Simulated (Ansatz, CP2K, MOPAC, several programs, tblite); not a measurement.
Energy against volume for InGa₂As₃, ordered on the zincblende lattice (Imm2) with 6 atoms a cell, at fixed shape and fractional coordinates, computed by several methods (PBE and r2SCAN, where shown, with plane waves in Ansatz); the cell shown is that of r2SCAN. With free coordinates or axes held, a curve is too stiff, and on another method's shape its minimum isn't the method's own volume. The symmetry is Imm2 (No. 44, orthorhombic); a = 4.101 Å, b = 12.323 Å, c = 5.828 Å in the conventional setting, 24.54 Å³ an atom. Ga is surrounded by 4 As at 2.45–2.48 Å; As is surrounded by 3 Ga at 2.46–2.48 Å and 1 In at 2.64 Å; In is surrounded by 4 As at 2.61–2.64 Å; As is surrounded by 2 Ga at 2.45 Å and 2 In at 2.61 Å. No spin polarisation and no zero-point or thermal motion; the cell was built from a prototype and may be hypothetical. Energies count from each curve's lowest point; fits are third-order Birch-Murnaghan.

```
Ga As In
1.0
    -2.05056    6.16167    2.91376
     2.05056   -6.16167    2.91376
     2.05056    6.16167   -2.91376
Ga As In
2 3 1
Cartesian
  2.0506 2.0830 2.9167
  0.0000 4.0787 0.0030
  0.0000 2.1552 1.5305
  2.0506 4.0065 -1.3832
  0.0000 6.1617 1.3000
  0.0000 0.0000 0.0037
```

PM7 (MOPAC), on the shape of the cell shown, as a cluster of 48 atoms at the zone centre:

| V (Å³/atom) | E (meV/atom) |
| --- | --- |
| 21.598 | 138.63 |
| 23.071 | 29.79 |
| 24.543 | 0.00 |
| 26.016 | 27.92 |
| 27.488 | 98.30 |

V₀ = 24.49 Å³ an atom and B₀ = 105 GPa.

PBE/SZV (CP2K), on the shape of the cell shown:
```csv
V (Å³/atom),E (meV/atom)
21.598,251.96
23.071,110.35
24.543,30.99
26.016,0.94
27.488,0.00
```
The lowest point is an end point, so the minimum isn't bracketed.

light PBE (260 eV, its own mesh), on the shape of the cell shown:
```csv
V (Å³/atom),E (meV/atom)
22.580,75.96
23.562,27.98
24.543,0.47
25.525,4.72
26.507,0.00
27.488,20.42
```
The points scatter about a smooth fit, as a low cutoff and a light mesh can make them, so no fit is quoted.

GFN2-xTB (tblite), on the shape of the cell shown, as a cluster of 48 atoms at the zone centre:

| V (Å³/atom) | E (meV/atom) |
| --- | --- |
| 21.598 | 335.69 |
| 23.071 | 194.92 |
| 24.543 | 107.34 |
| 26.016 | 55.05 |
| 27.488 | 0.00 |

The lowest point is an end point, so the minimum isn't bracketed.

PBE/DZVP (CP2K), on the shape of the cell shown:

| V (Å³/atom) | E (meV/atom) |
| --- | --- |
| 21.598 | 173.60 |
| 23.071 | 65.26 |
| 24.543 | 11.21 |
| 26.016 | 0.00 |
| 27.488 | 13.49 |

The points scatter about a smooth fit, so no fit is quoted.
